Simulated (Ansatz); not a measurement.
**GeCN (quartet): wave-function methods side by side, cc-pVDZ**

The task here is to estimate one member of a computed series from the others.

Method: cc-pVDZ, core rule «outside noble gas», up to 16 orbitals frozen; program: Ansatz 0.2.0, Gaussian basis.

To be run: UHF; CCSD(T) on ROHF; CCSD(T) on UHF; BCCD(T) on ROHF; CISD as a restricted active space (open shells left free, so some higher excitations enter); CCSDT(Q) on ROHF; CCSDT(Q) on UHF; CASSCF and MRCISD+Q, 11 electrons in 11 orbitals; CASSCF and NEVPT2, 11 electrons in 11 orbitals.

22 further runs of the same task are left out: 8 that didn't finish, 14 set aside as unsound or not needed. Runs told in other sessions of the task aren't counted.

## The system

The geometry is a PBE0/def2-TZVP stationary point (not a proven minimum) of the parent state, kept for this charge and spin. No spin-orbit coupling is included. The filled d shell of Ge may be among the frozen orbitals whatever the setting's name suggests.

3 atoms, charge 0, spin multiplicity 4.

Atoms are counted from 1 here; the program's logs count them from 0.

Bond lengths: Ge1–C2 1.947 Å, C2–N3 1.160 Å. Angles: Ge1–C2–N3 180.0°.

The first run:

File in.yaml:

```yaml
crystal:
  periodic: [false, false, false]
  atoms:
    - {symbol: Ge, position_ang: [0.000000, 0.000000, 1.684600]}
    - {symbol: C, position_ang: [0.000000, 0.000000, -0.262100]}
    - {symbol: N, position_ang: [0.000000, 0.000000, -1.422500]}
basis:
  gaussian: {orbitals: cc-pVDZ}
magnetization: {spin_polarized: true, initial_magnetization: 3}
hamiltonian: {xc: hf}
output: {orbitals: {seedname: orbitals}}
```

Command:

```console
> ansatz run in.yaml --threads 1 --pin off --events-out ev --progress --plain --max-ram 2393MiB
```

Among the steps run: UHF; CCSD(T) on ROHF; CCSD(T) on UHF; BCCD(T) on ROHF; CISD as a restricted active space (open shells left free, so some higher excitations enter); CCSDT(Q) on ROHF; CCSDT(Q) on UHF; CASSCF and MRCISD+Q, 11 electrons in 11 orbitals; CASSCF and NEVPT2, 11 electrons in 11 orbitals.

One of the session's tables, all rows but one given; the rest of the session is left out.

| method | from RCCSDT(Q) (meV) |
| --- | --- |
| ROHF | +9415.9 |
| UHF | +9311.2 |
| RMP2 | +873.1 |
| UMP2 | +1086.7 |
| CISD | +1330.9 |
| RCCSD | +505.8 |
| UCCSD | +480.9 |
| RCCSD(T) | ? |
| UCCSD(T) | +61.4 |
| BCCD(T) | +74.1 |
| RCCSDT | +52.5 |
| UCCSDT | +30.3 |
| RCCSDT(Q) | 0 |
| UCCSDT(Q) | -24.7 |
| CASSCF valence | +5337.6 |
| NEVPT2 valence | +1145.8 |
| MRCISD valence | +448.0 |
| MRCISD+Q valence | +104.6 |

Estimate the missing values for RCCSD(T).

The run gave: from RCCSDT(Q) (meV): +77.3. In the column «from RCCSDT(Q) (meV)» it lies between BCCD(T) (+74.1) and MRCISD+Q valence (+104.6).

Limits of these values: Restricted and unrestricted rows rest on different reference determinants; a gap between their highest levels can come from leftover correlation error, from unlike frozen cores or from another state.
